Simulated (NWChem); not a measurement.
# GeH3F (fluorogermane) at MN12-SX/DGauss-DZVP

What is the vertical electron affinity of GeH3F (fluorogermane) at MN12-SX/DGauss-DZVP? 

Program for the calculation: NWChem 7.3.0.

6 further runs of the same task are left out: 1 that didn't finish, 5 set aside as unsound or not needed.

## (1) Starting point

GeH3F has 5 atoms, charge 0, and is taken as a singlet. SMILES: `[F][GeH3]`. The coordinates come from a PBE0-D4/def2-TZVP relaxation.

Bond lengths: F1–Ge2 1.742 Å, Ge2–H3 1.533 Å, Ge2–H4 1.533 Å, Ge2–H5 1.533 Å. Angles: F1–Ge2–H3 106.2°, F1–Ge2–H4 106.2°, F1–Ge2–H5 106.2°, H3–Ge2–H4 112.5°, H3–Ge2–H5 112.5°, H4–Ge2–H5 112.5°.

## (2) A single-point energy at MN12-SX/DGauss-DZVP

File job.nw:

```
start job
title "FGeH3 MN12-SX"
memory stack 880 mb heap 220 mb global 1100 mb
geometry noautoz
   F       -1.046500       0.474300       1.162200
   Ge       0.068200      -0.041600      -0.072800
   H        1.331000      -0.512000       0.658600
   H       -0.627800      -1.178000      -0.831200
   H        0.325100       1.183600      -0.958100
end
basis spherical bse
   * library DGauss-DZVP
end
dft
   xc mn12-sx
   grid xfine
   maxiter 150
   mulliken
end
task dft energy
```

The run is started by

```console
$ nwchem job.nw > job.out
```

Output:

```text
[...]
 Group name             C3
[...]
          Wavefunction type:  closed shell.
          No. of atoms     :     5
          No. of electrons :    44
[...]
          Charge           :     0
          Spin multiplicity:     1
[...]
          AO basis - number of functions:    47
[...]
              XC Information
              --------------
                      MN12-SX Method XC Functional
                     Hartree-Fock (Exact) Exchange  0.250
                       MN12-SX Exchange Functional  1.000
                     MN12-SX Correlation Potential  1.000
[...]
 d= 0,ls=0.0,diis     1  -2177.6866430204 -2.30D+03  2.34D-02  7.29D-01     1.8
[...]
 d= 0,ls=0.0,diis     7  -2177.7564098728 -5.12D-08  1.60D-06  3.93D-09     9.8
         Total DFT energy =    -2177.756409872817
      One electron energy =    -3283.684098059204
           Coulomb energy =     1069.086062324418
    Exchange-Corr. energy =      -89.857413668954
 Nuclear repulsion energy =      126.699039530923
[...]
      Total Density - Mulliken Population Analysis
     ---------------------------------------------
    Atom       Charge   Shell Charges
 -----------   ------   -------------------------------------------------------
    1 F    9     9.50   2.00  0.97  0.99  4.04  1.49  0.01
    2 Ge  32    31.76   2.00  2.00  2.00  0.90  0.39  6.00  5.99  2.09  0.13  9.87  0.40
    3 H    1     0.91   0.54  0.38
    4 H    1     0.91   0.54  0.38
    5 H    1     0.91   0.54  0.38
[...]
```

It took 11 s on 1 thread of Intel Xeon Platinum 8175M at 2.50GHz (Skylake/Cascade Lake), shared host; peak memory 0.11 GiB.

## (3) The doublet anion at the same level

File fgeh3.nw:

```
start fgeh3
title "FGeH3"
memory stack 880 mb heap 220 mb global 1100 mb
charge -1

geometry noautosym nocenter noautoz
 F     -1.046500     0.474300     1.162200
 Ge     0.068200    -0.041600    -0.072800
 H      1.331000    -0.512000     0.658600
 H     -0.627800    -1.178000    -0.831200
 H      0.325100     1.183600    -0.958100
end

basis spherical bse
 * library DGauss-DZVP
end

dft
 xc mn12-sx
 mult 2
 grid xfine
 maxiter 150
 mulliken
 noprint "final vectors analysis"
end

task dft energy
```

The run is started by

```console
$ nwchem fgeh3.nw > fgeh3.out
```

Output:

```text
[...]
          Wavefunction type:  spin polarized.
          No. of atoms     :     5
          No. of electrons :    45
[...]
          Charge           :    -1
          Spin multiplicity:     2
[...]
          AO basis - number of functions:    47
[...]
              XC Information
              --------------
                      MN12-SX Method XC Functional
                     Hartree-Fock (Exact) Exchange  0.250
                       MN12-SX Exchange Functional  1.000
                     MN12-SX Correlation Potential  1.000
[...]
 d= 0,ls=0.0,diis     1  -2177.4220072192 -2.30D+03  4.32D-02  5.69D-01     4.4
[...]
 d= 0,ls=0.0,diis     9  -2177.6922563407 -4.52D-08  3.07D-06  9.86D-09    35.1
[...]
         Total DFT energy =    -2177.692256340675
      One electron energy =    -3294.144929767791
           Coulomb energy =     1079.809337105721
    Exchange-Corr. energy =      -90.055702791887
 Nuclear repulsion energy =      126.699039113282
[...]
      Total Density - Mulliken Population Analysis
     ---------------------------------------------
    Atom       Charge   Shell Charges
 -----------   ------   -------------------------------------------------------
    1 F    9     9.54   2.00  0.98  0.96  4.03  1.57  0.01
    2 Ge  32    32.53   2.00  2.00  2.00  0.85  0.38  6.00  5.99  2.05  0.94  9.87  0.45
    3 H    1     0.97   0.53  0.44
    4 H    1     0.97   0.53  0.44
    5 H    1     0.97   0.53  0.44
[...]
      <S2> =      0.7539 (Exact =     0.7500)
[...]
```

It took 36 s on 1 thread of Intel Xeon Platinum 8175M at 2.50GHz (Skylake/Cascade Lake), shared host; peak memory 0.12 GiB.

## (4) Summary of results

At MN12-SX/DGauss-DZVP:

```
                                         quantity           value
                      singlet GeH3F: total energy  -2177.75641 Eh
                     singlet GeH3F: dipole moment          2.53 D
                       singlet GeH3F: HOMO energy        -9.52 eV
                       singlet GeH3F: LUMO energy        -1.15 eV
                     singlet GeH3F: HOMO–LUMO gap         8.36 eV
                      doublet anion: total energy  -2177.69226 Eh
                              doublet anion: ⟨S²⟩           0.754
vertical electron affinity (to the doublet anion)       -1.746 eV
```

What this shows: The anion lies 1.75 eV (168 kJ/mol) above the neutral: the electron isn't bound at this level, and such a value depends on the basis. Without diffuse functions anions come out too high. Mulliken charges (singlet GeH3F) run from -0.50 on F1 to +0.24 on Ge2; they depend strongly on the basis. Mulliken charges (doublet anion) run from -0.54 on F1 to +0.03 on H3; they depend strongly on the basis.
